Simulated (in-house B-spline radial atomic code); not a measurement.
**Kr⁶⁺: a scan of exact exchange under G0W0**

How do the highest level of Kr⁶⁺ and its G0W0 correction move as exact exchange is mixed into PBE?

The numbers are computed with an in-house B-spline radial atomic code, version 1 (RPA, second order, AC-SOSEX and G0W0 (contour deformation) on a scalar-relativistic mean field, all electrons; no spin-orbit coupling, Breit or QED terms, no two-electron picture change), except any that are marked as measured or tabulated.

## 1. The system

* element: krypton (Z = 36)
* charge: +6
* electrons: 30
* configuration: [Ar] 3d10 4s2
* next ion, run as well: [Ar] 3d10 4s1
* Hamiltonian: scalar-relativistic (spin-free one-electron X2C), finite nucleus
* shares of exact exchange: 0.00, 0.10, 0.20, 0.30, 0.40, 0.50, 0.60, 0.70, 0.80, 0.90, 1.00

The outer shells:

Kr6+
```
[Ar] core
3d [↑↓][↑↓][↑↓][↑↓][↑↓]
4s [↑↓]
```

## 2. 0 % exact exchange

Settings, as recorded:

```ini
Z = 36
electrons = 30.0
configuration = [Ar] 3d10 4s2
hamiltonian = x2c
method = pbeh
lmax = 9
exact_exchange_fraction = 0.0
rms_radius = 4.1884
spin_polarised = False
box_radius = 9.29
intervals = 67
```

Started as:

```console
> python run_gw.py task.json out
```

The settings of every run stand in task.json; they run in order.

After this run come: 10 % exact exchange; 20 % exact exchange; 30 % exact exchange; 40 % exact exchange; 50 % exact exchange; 60 % exact exchange; 70 % exact exchange; 80 % exact exchange; 90 % exact exchange; 100 % exact exchange.

Before running it: what results should come out? Wanted: highest level, mean field; highest level, G0W0; RPA correlation energy; RPA+SOSEX.

As calculated:

```
                                          quantity                                                                 value
   highest level, mean field (range over the runs)                                                 -108.20 to -102.28 eV
         highest level, G0W0 (range over the runs)                                                 -109.86 to -109.34 eV
                            RPA correlation energy                                              -2.324 to -2.141 hartree
                                         RPA+SOSEX                                            -1.6130 to -1.4870 hartree
tabulated theoretical ionisation energy (4s shell)  109.13 ± 0.05 eV (NIST Atomic Spectra Database, ionization energies)
               G0W0 removal energy less that value                                                   +0.208 to +0.728 eV
```

In words: G0W0 turns a spread of 5.92 eV among the starts into one of 0.52 eV, 8.8 % of it. Without exact exchange the level is bound too weakly, and G0W0 lowers it by 7.6 eV. Between 0 and 100 % exact exchange the correction keeps its sign; it is smallest at 100 % (-1.1 eV). The RPA energy is largest in size at 0 % exact exchange and smallest at 100 % exact exchange, 7.9 % apart; over the runs it loosely follows the gap of the start, as smaller excitation energies give more correlation. The tabulated theoretical ionisation energy is 109.13 ± 0.05 eV; G0W0 misses it by +0.21 eV at best (at 100 % exact exchange) and +0.73 eV at worst (at 0 % exact exchange). Breit and QED terms, left out, are small for this s level; most of the miss belongs to G0W0 and the Hamiltonian used. As differences of total energies the mean miss over the starts is 0.58 eV for mean field, 0.28 eV for RPA, 0.28 eV for RPA+SOSEX.
